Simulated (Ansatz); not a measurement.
**BClF2 + HBr: a complex and its separated parts**

The complex below is one end of an elementary step. How strongly is it bound against its free parts?

Method: PBE0-D4/def2-TZVP structures, single points in def2-TZVPP, no counterpoise correction; program: Ansatz 0.2.0, Gaussian basis.

Levels: SPW92, PBE-D4, BLYP-D4, r2SCAN-D4, B97M-V, PBE0-D4, B3LYP-D4, r2SCAN0-D4, BHLYP-D4, CAM-B3LYP-D4, wB97X-V, wB97M-V, B2PLYP, PBE-QIDH, RPA on PBE, Hartree-Fock, MP2, CCSD, CCSD(T).

Cores are frozen in the correlated methods. Filled d shells of the heavier atoms are correlated. B3LYP uses VWN-RPA correlation. B2PLYP carries no dispersion term here.

94 further runs of the same task are left out: 94 set aside as unsound or not needed. Runs told in other sessions of the task aren't counted.

## (1) Starting geometry

The complex: 6 atoms, charge 0, spin multiplicity 1.

Atoms are counted from 1 here; the program's logs count them from 0.

Bond lengths: B1–F3 1.310 Å, B1–F4 1.310 Å, B1–Cl6 1.746 Å, Br2–H5 1.421 Å. Angles: F3–B1–F4 119.4°, F3–B1–Cl6 120.3°, F4–B1–Cl6 120.3°.

Geometry (Å):

```csv
atom,x (Å),y (Å),z (Å)
B1,0.11732,-1.10120,0.33088
Br2,-0.96626,1.80052,-1.05398
F3,-1.01362,-1.19596,0.98477
F4,0.21307,-1.62174,-0.86723
H5,0.14200,2.47655,-0.47519
Cl6,1.50739,-0.35806,1.08075
```

Its parts: BClF2 holds atoms 1, 3, 4, 6; HBr holds atoms 2, 5. Each part counts its atoms afresh in its own runs.

## (2) Relaxing BClF2 alone

relax-a/in.yaml reads:

```yaml
crystal:
  periodic: [false, false, false]
  atoms:
    - {symbol: B, position_ang: [0.117322, -1.101205, 0.330877]}
    - {symbol: F, position_ang: [-1.013624, -1.195964, 0.984766]}
    - {symbol: F, position_ang: [0.213067, -1.621745, -0.867229]}
    - {symbol: Cl, position_ang: [1.507392, -0.358057, 1.080754]}
basis:
  gaussian: {orbitals: def2-TZVP}
hamiltonian: {xc: pbe0, dispersion: d4}
relax: {f_tol: 0.005, max_steps: 200}
```

The run is started by

```bash
$ ansatz run in.yaml --threads 4 --pin off --events-out ev --progress --plain --max-ram 9574MiB
```

The runs that follow: Relaxing HBr alone; SPW92/def2-TZVPP; PBE-D4/def2-TZVPP; BLYP-D4/def2-TZVPP; r2SCAN-D4/def2-TZVPP; B97M-V/def2-TZVPP; PBE0-D4/def2-TZVPP; B3LYP-D4/def2-TZVPP; r2SCAN0-D4/def2-TZVPP; BHLYP-D4/def2-TZVPP; CAM-B3LYP-D4/def2-TZVPP; wB97X-V/def2-TZVPP; wB97M-V/def2-TZVPP; B2PLYP/def2-TZVPP; PBE-QIDH/def2-TZVPP; RPA on PBE/def2-TZVPP; CCSD(T)/def2-TZVPP; Vibrations of BClF2; Vibrations of HBr.

What does the calculation give? Wanted: complex less parts, CCSD(T)/def2-TZVPP; with zero-point energy; largest T1 diagnostic.

As calculated:

| quantity | value |
| --- | --- |
| complex less parts, CCSD(T)/def2-TZVPP | -7.7 kJ/mol |
| with zero-point energy | -6.0 kJ/mol |
| largest T1 diagnostic | 0.012 |

In words: At CCSD(T) the complex lies 7.7 kJ/mol below its parts. The functionals run from PBE-QIDH, off by +1.3 kJ/mol, to SPW92, off by -6.1 kJ/mol, against CCSD(T). By rung, the mean size of the error is: LDA 6.1, GGA 2.4, meta-GGA 1.8, hybrid 2.3, range-separated hybrid 1.9, double hybrid 2.5 kJ/mol. The double hybrids carry no dispersion term here, unlike the levels marked D4 or V. PBE-D4 gives a relative energy 2.6 kJ/mol too low, an error of 34 % of the reference. No counterpoise was applied, and triple zeta lacks some correlation, so the CCSD(T) reference has a basis error of its own, and close matches with it are partly luck.
